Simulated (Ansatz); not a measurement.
## TlPt: equation of state with PBEsol

TlPt:

```
Tl Pt
1.0
     5.60500    0.00000    0.00000
    -2.80250    4.85407    0.00000
     0.00000    0.00000    4.63900
Tl Pt
3 3
Direct
  0.00000 0.50000 0.00000
  0.50000 0.50000 0.00000
  0.50000 0.00000 0.00000
  0.66667 0.33333 0.50000
  0.33333 0.66667 0.50000
  0.00000 0.00000 0.00000
```

```json
{"Program": "Ansatz 0.2.0", "Task": "equation of state", "Functional": "PBEsol", "Potentials or basis": "Ansatz PAW", "Cutoff": "420 eV", "Density cutoff": "1680 eV", "k mesh": "6 × 6 × 6", "Occupations": "fermi-dirac, width 0.05 eV", "Spin": "no spin polarisation"}
```

```
Equilibrium volume                        : 22.34 Å³/atom (rough: see the caveat)
Bulk modulus at fixed shape and positions : 97 GPa (rough)
```

Energy against volume, from the lowest point:
| volume (Å³/atom) | energy (meV/atom) |
| --- | --- |
| 19.773 | 117.32 |
| 20.194 | 78.14 |
| 20.615 | 48.14 |
| 21.036 | 26.25 |
| 21.456 | 11.47 |
| 21.877 | 2.98 |
| 22.298 | 0.00 |

All runs of the series together: 48 s on 2 threads of Arm Neoverse V1, with other jobs on the host.

Caveat: the minimum lies outside the volumes run; the cell was scaled at fixed shape and fractional positions, which overstates the stiffness of a crystal with free parameters, most of all of layers and chains. Spin-orbit coupling is left out, which matters for the levels of Pt, Tl.
